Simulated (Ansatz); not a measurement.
# SbNH₃−: one structure at several levels

One table from this session's results is given with a row withheld; the runs are named, their logs left out.

Computed with Ansatz 0.2.0, Gaussian basis. Level: single points in def2-TZVPPD.

Cores are frozen in the correlated methods. Filled d shells of the heavier atoms are correlated. Core potentials replace the inner electrons past krypton, and spin-orbit coupling is left out.

### Where the work starts

5 atoms, charge -1, spin multiplicity 1.

Atoms are counted from 1 here; the program's logs count them from 0.

Bond lengths: N1–Sb2 1.867 Å, N1–H3 1.095 Å, Sb2–H5 1.724 Å. Angles: Sb2–N1–H3 113.9°, N1–Sb2–H5 94.0°.

Geometry (Å):

```
N     0.90400   -0.67830    0.52870
Sb   -0.46260    0.58490    0.37960
H     0.69680   -1.47210    1.25320
H    -1.51370   -0.10760   -1.47690
H     0.47230    1.65970   -0.59170
```

Set-up of the first run:

run/in.yaml

```yaml
crystal:
  periodic: [false, false, false]
  atoms:
    - {symbol: N, position_ang: [0.904000, -0.678300, 0.528700]}
    - {symbol: Sb, position_ang: [-0.462600, 0.584900, 0.379600]}
    - {symbol: H, position_ang: [0.696800, -1.472100, 1.253200]}
    - {symbol: H, position_ang: [-1.513700, -0.107600, -1.476900]}
    - {symbol: H, position_ang: [0.472300, 1.659700, -0.591700]}
basis:
  gaussian: {orbitals: "def2-TZVPPD.json"}
total_charge: -1
correlation: {method: ccsd_t}
output: {forces: true}
```

The basis file named in the input lies beside it (Basis Set Exchange, JSON).

The command line of these runs was not kept.

Steps of the session up to this table: CCSD(T)/def2-TZVPPD; PBE0-D4/def2-TZVPPD; wB97M-V/def2-TZVPPD; r2SCAN-D4/def2-TZVPPD; PBE-D4/def2-TZVPPD; SPW92/def2-TZVPPD; B97M-V/def2-TZVPPD.

One table of the session follows, with a row left open; its other results are not shown here.

| method | RMS force component (eV/Å) | angle to CCSD(T) forces (°) |
| --- | --- | --- |
| CCSD(T) | 1.530 | reference |
| PBE0-D4 | 1.486 | 5.3 |
| wB97M-V | 1.467 | 6.8 |
| r2SCAN-D4 | 1.503 | 3.4 |
| PBE-D4 | 1.532 | 8.2 |
| SPW92 | ? | ? |
| B97M-V | 1.490 | 6.3 |

Q: Estimate the row for SPW92 from the others.

The run gave: RMS force component (eV/Å): 1.368; angle to CCSD(T) forces (°): 4.5. In the column «RMS force component (eV/Å)» it is the lowest.
